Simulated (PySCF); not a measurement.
# GaOH: structure of the singlet

The task is one start of a wider search on GaOH: the singlet, from a PBE0 minimum start. It is relaxed, tested by its Hessian and followed downhill if it is a saddle.

Computed with PySCF 2.14.0. Level: PBE0, basis Ga def2-TZVP, O def2-TZVP, H def2-TZVP, no relativity, density fitting.

## Step 1: Where the work starts

3 atoms, charge 0, spin multiplicity 1.

Bond lengths: Ga1–O2 1.639 Å, Ga1–H3 1.524 Å. Angles: O2–Ga1–H3 180.0°.

```xyz
3
charge 0 multiplicity 1
Ga    0.0000    0.0000    0.2872
O     0.0000    0.0000   -1.3519
H     0.0000    0.0000    1.8111
```

## Step 2: The SCF at the typed geometry

One driver script runs all steps and calls PySCF; scf.py shows how it sets up the SCF of each step. The optimiser is the driver's own. After this first run the driver tries any further starts and a stability analysis.

scf.py reads:

```python
from pyscf import gto, scf, dft
mol = gto.M(atom='''
Ga    -0.000000     0.000000     0.287239
O      0.000000    -0.000000    -1.351887
H     -0.000000     0.000000     1.811062''',
    basis={'Ga': 'def2-TZVP', 'O': 'def2-TZVP', 'H': 'def2-TZVP'},
    charge=0, spin=0)
mf = dft.RKS(mol, xc='PBE0')
mf.grids.atom_grid = (50, 194)
aux = {'Ga': 'def2-universal-JKFIT', 'O': 'def2-universal-JKFIT', 'H': 'def2-universal-JKFIT'}
mf = mf.density_fit(auxbasis=aux)
mf.conv_tol = 1e-08
mf.diis_space = 10
mf.max_cycle = 60
mf.init_guess = 'minao'
mf.verbose = 4
mf.kernel()
```

Run with:

```
$ OMP_NUM_THREADS=2 python axn.py task.json out
```

The program printed:

```text
init E= -1999.83103689879
  HOMO = -0.401593449152436  LUMO = -0.0742223487890561  gap/eV = 8.90822
cycle= 1 E= -2000.00071058583  delta_E= -0.17  |g|= 1.35  |ddm|= 1.56
  HOMO = -0.139961565997991  LUMO = 0.0583407262893312  gap/eV = 5.39608
cycle= 2 E= -1994.31794791211  delta_E= 5.68  |g|= 3.79  |ddm|= 4.14
  HOMO = -0.372836754255528  LUMO = -0.0484627086429677  gap/eV = 8.82667
cycle= 3 E= -2000.20229394009  delta_E= -5.88  |g|= 0.748  |ddm|= 3.96
  HOMO = -0.257453326345793  LUMO = -0.0379987182489941  gap/eV = 5.97166
cycle= 4 E= -2000.32376399803  delta_E= -0.121  |g|= 0.375  |ddm|= 0.568
  HOMO = -0.27515433921247  LUMO = -0.0470413211080238  gap/eV = 6.20727
cycle= 5 E= -2000.33671491038  delta_E= -0.013  |g|= 0.0722  |ddm|= 0.147
  HOMO = -0.280894924257395  LUMO = -0.0433295690288459  gap/eV = 6.46448
cycle= 6 E= -2000.33766669036  delta_E= -0.000952  |g|= 0.0493  |ddm|= 0.0411
  HOMO = -0.2833888155973  LUMO = -0.0433780933745391  gap/eV = 6.53102
cycle= 7 E= -2000.33807194415  delta_E= -0.000405  |g|= 0.0233  |ddm|= 0.0161
  HOMO = -0.285637118629342  LUMO = -0.043571347867377  gap/eV = 6.58695
cycle= 8 E= -2000.33818936379  delta_E= -0.000117  |g|= 0.00319  |ddm|= 0.012
  HOMO = -0.285713304131196  LUMO = -0.0434351433497817  gap/eV = 6.59272
cycle= 9 E= -2000.33819144772  delta_E= -2.08e-06  |g|= 0.000232  |ddm|= 0.00218
  HOMO = -0.285725208733316  LUMO = -0.0434536876046947  gap/eV = 6.59254
cycle= 10 E= -2000.33819145862  delta_E= -1.09e-08  |g|= 8.51e-05  |ddm|= 0.000204
  HOMO = -0.2857217604112  LUMO = -0.0434555311562989  gap/eV = 6.59240
cycle= 11 E= -2000.33819145995  delta_E= -1.33e-09  |g|= 1.89e-05  |ddm|= 5.03e-05
  HOMO = -0.28571391733176  LUMO = -0.0434546449802977  gap/eV = 6.59221
Extra cycle  E= -2000.33819145929  delta_E= 6.65e-10  |g|= 5.97e-05  |ddm|= 4.26e-05
converged SCF energy = -2000.33819145929
```

This step, with its further starts and checks, took 1.6 s on 2 threads of AMD EPYC 9R45 (Zen 5), shared host.

No lower closed-shell solution turned up in the test of internal stability.

## Step 3: PBE0 minimum start, singlet: relaxation

The program finds C∞v symmetry in the start, which this walk keeps. The walk stops when the largest gradient is under 0.0003 Eh/bohr and the energy has settled too.

Changes to scf.py since step 2:

```diff
@@ -3,3 +3,3 @@
-Ga    -0.000000     0.000000     0.287239
-O      0.000000    -0.000000    -1.351887
-H     -0.000000     0.000000     1.811062''',
+Ga     0.000000     0.000000     0.287239
+O      0.000000     0.000000    -1.351887
+H      0.000000     0.000000     1.811062''',
@@ -15 +14,0 @@
-mf.init_guess = 'minao'
```

Energy and gradient, step by step:

| step | energy (Eh) | change (kJ/mol) | largest symmetric gradient (Eh/bohr) |
| --- | --- | --- | --- |
| 0 | -2000.338191 | 0.00 | 0.00001 |

The walk took 0.5 s.

After 0 steps and 0.0 kJ/mol it ends at C∞v: Ga–H 1.524 Å, Ga–O 1.639 Å; H–Ga–O 180.0°.

## Step 4: Vibrations and properties at this point

On the finer grid the gradient is checked again; gradients at displacements of ±0.02 bohr then give force constants and infrared intensities.

Changes to scf.py since step 3:

```diff
@@ -3,3 +3,3 @@
-Ga     0.000000     0.000000     0.287239
-O      0.000000     0.000000    -1.351887
-H      0.000000     0.000000     1.811062''',
+Ga     0.000000     0.000000     0.287190
+O      0.000000     0.000000    -1.351777
+H      0.000000     0.000000     1.811001''',
@@ -9 +9 @@
-mf.grids.atom_grid = (50, 194)
+mf.grids.atom_grid = (75, 302)
@@ -12 +12 @@
-mf.conv_tol = 1e-08
+mf.conv_tol = 1e-10
```

This SCF starts from the last density.

Log of the central SCF (cycles and frontier levels):

```text
init E= -2000.33812658717
  HOMO = -0.285738687628428  LUMO = -0.043440444580691  gap/eV = 6.59327
cycle= 1 E= -2000.33812658716  delta_E= 9.09e-12  |g|= 1.16e-05  |ddm|= 7.54e-06
  HOMO = -0.285741234745205  LUMO = -0.0434409502819158  gap/eV = 6.59333
cycle= 2 E= -2000.3381265871  delta_E= 5.59e-11  |g|= 2.11e-05  |ddm|= 1.41e-05
  HOMO = -0.285738819499795  LUMO = -0.0434406367277033  gap/eV = 6.59327
cycle= 3 E= -2000.33812658717  delta_E= -6.68e-11  |g|= 7.8e-06  |ddm|= 1.26e-05
  HOMO = -0.285741403100262  LUMO = -0.0434407251123585  gap/eV = 6.59334
Extra cycle  E= -2000.33812658707  delta_E= 9.73e-11  |g|= 2.32e-05  |ddm|= 1.59e-05
converged SCF energy = -2000.33812658707
```

The whole step took 7.7 s.

Geometry: C∞v; Ga–H 1.524 Å, Ga–O 1.639 Å; H–Ga–O 180.0°.

Modes, for the most abundant isotopes:

```
symmetry  ω (cm⁻¹)  IR (km/mol)
       π       507         37.3
      σ+       966         37.4
      σ+      2111         52.9
```

No imaginary mode, so this is a minimum.

Constants and moments:

```yaml
Dipole_moment: 4.55 D
Highest_occupied_level: -7.78 eV
Lowest_empty_level: -1.18 eV
Rotational_constants: 0.4411 cm⁻¹
Zero-point_energy: 24.5 kJ/mol
Principal_polarisabilities: 24.5, 24.5, 40.3 bohr³
Atomisation_energy_without_zero-point_energy: 699 kJ/mol
Principal_traceless_quadrupole_moments_about_the_centre_of_mass: -6.72, 3.36, 3.36 D Å
Entropy_at_298.15_K_and_1_bar: 229.7 J/(mol K)
Heat_capacity_Cp_at_298.15_K: 41.2 J/(mol K)
Enthalpy_at_298.15_K_above_0_K: 9.94 kJ/mol
Rotational_symmetry_number: 1
```

Charges (e) and bond orders:

```csv
atom,Mulliken,Löwdin,polar tensor,Mayer order to Ga1
Ga1,0.41,0.37,0.81,–
O2,-0.47,-0.30,-0.68,2.17
H3,0.06,-0.07,-0.13,0.92
```

Mulliken populations on Ga1: s 7.18, p 13.23, d 10.12, f 0.07.

## Step 5: Outcome

| quantity | value |
| --- | --- |
| minimum | singlet, C∞v |
| geometry | Ga–H 1.524 Å, Ga–O 1.639 Å; H–Ga–O 180.0° |
| wavenumbers (cm⁻¹) | 507 (π), 966 (σ+), 2111 (σ+) |
| dipole moment | 4.55 D |
| highest occupied, lowest empty level | -7.78, -1.18 eV |
| polar-tensor charge of Ga1 | +0.81 e |
| zero-point energy | 24.5 kJ/mol |
| entropy at 298.15 K | 229.7 J/(mol K) |
| atomisation energy (no zero-point energy) | 699 kJ/mol |

What this shows: The molecule stays C∞v, as typed, and the end point is a minimum. The strongest infrared band lies at 2111 cm⁻¹ (σ+, stretch). Only this shape and spin were tried, so other structures or states may lie lower.

The search up to here took 9.9 s.
